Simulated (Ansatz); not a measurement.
Working through a ladder of methods at one geometry of C2H6O2Si, SMILES O=C(O)C[SiH3]

Program: the Python package of Ansatz (0.2.0).

Run as a notebook:

```python
from pathlib import Path

import ansatz as az
import numpy as np
```

```python
GEOMETRY = '''
O     1.02910    0.49690    1.58600
C     0.02650    0.85170    0.87940
O    -0.73280    1.94960    1.17010
C    -0.42110    0.18160   -0.34670
Si    0.41890   -1.35360   -0.88840
H    -0.27100    2.32410    1.98750
H    -0.44880    0.90040   -1.15840
H    -1.50230   -0.07700   -0.15700
H    -0.21850   -1.88770   -2.04880
H     1.83050   -1.03950   -1.19540
H     0.35500   -2.40350    0.19240
'''
```

```python
system = az.Crystal.molecule()
for line in GEOMETRY.strip().splitlines():
    symbol, *xyz = line.split()
    system = system.atom(symbol, [float(v) for v in xyz])
```

```python
calculation = system.calculation().basis(gaussian='def2-SVP')
```

```python
print('functional    E (Ha)        dipole (D)   HOMO (eV)  LUMO (eV)')
for name in ['pbe0', 'pbe', 'hse06', 'r2scan0', 'blyp']:
    r = calculation.functional(name).forces().orbitals().run(runs_dir='runs').report
    lines = Path(r['orbitals_path']).read_text().splitlines()
    field_of = lambda key: [line.split('=')[1].strip() for line in lines if line.startswith(key)]
    orbitals = [(27.211386 * float(e), s, float(n)) for e, s, n in zip(field_of('Ene='), field_of('Spin='), field_of('Occup='))]
    homo = max(e for e, _, n in orbitals if n > 0.5)
    lumo = min(e for e, _, n in orbitals if n < 0.5)
    dipole = 4.803205 * np.linalg.norm(r['charge_distribution']['dipole_moment_e_ang'])
    print(f'{name:10s} {r["free_energy_ev"] / 27.211386246:14.6f} {dipole:9.3f} {homo:11.3f} {lumo:10.3f}')
```

    functional    E (Ha)        dipole (D)   HOMO (eV)  LUMO (eV)
    pbe0          -519.125124     2.241      -8.036     -0.337
    pbe           -519.090400     2.188      -6.240     -1.386
    hse06         -519.107510     2.240      -7.626     -0.729
    r2scan0       -519.314334     2.294      -8.343     -0.232
    blyp          -519.429185     2.165      -6.099     -1.237

Notes:
- Total energies depend on the basis set; only differences at equal settings carry meaning.
- The geometry is a force-field or estimated start, not a minimum of this method, and the basis set is short of its limit. A lower total doesn't mark the better method: functionals have no common bound, and MP2 and coupled cluster aren't variational.
- Levels such as HOMO and LUMO are orbital energies: with these approximate functionals they aren't the ionisation energy and electron affinity, and their gap isn't the fundamental gap.
- hse06 follows the composition of plane-wave codes, whose totals differ by tens of mHa, up to about 0.1 Ha, from the form usual in Gaussian-basis programs (wpbeh).
- Run time: 22 s on 1 thread of Arm Neoverse V2 (shared host), peak memory 0.3 GiB.

(Lines on the test bed's own set-up are left out of the output.)
